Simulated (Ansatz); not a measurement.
# Se (triplet): energies up the ladder

Wanted for Se (triplet): energies up the ladder. Spin multiplicity 3.

Method: the levels named in each step, in Ansatz 0.2.0.

**1. The structure to begin with**

Structure file:

```xyz
1

Se    0.0000    0.0000    0.0000
```

**2. Single point, PBE0/def2-TZVPPD**

input.yaml reads:

```yaml
crystal:
  periodic: [false, false, false]
  atoms:
    - { symbol: Se, position_ang: [0.0, 0.0, 0.0] }
magnetization:
  spin_polarized: true
  initial_magnetization: 2
basis:
  gaussian: { orbitals: def2-TZVPPD.json }
hamiltonian:
  xc: pbe0
```

The run is started by

```sh
> ansatz run input.yaml --threads 2 --pin off --max-ram 5120MiB --backend cpu --events-out ev --progress --plain --runs-dir out
```

The runs that follow: Single point, PBE/def2-TZVPPD; Single point, r2SCAN/def2-TZVPPD; Single point, B3LYP/def2-TZVPPD; Single point, wB97M-V/def2-TZVPPD; Single point, B2PLYP/def2-TZVPPD; Single point, LDA/def2-TZVPPD; Single point, PBE0/def2-SVPD; Single point, PBE/def2-SVPD; Single point, CCSD(T)/def2-TZVPPD; Single point, CCSD(T)/def2-QZVPPD.

What does the calculation give? Wanted: energy at CCSD(T)/CBS.

**Answer**, as computed:

```
             quantity          value
energy at CCSD(T)/CBS  -65323.704 eV
```

In words: These totals serve in differences with atoms or fragments at the same level; alone they don't rank the methods.
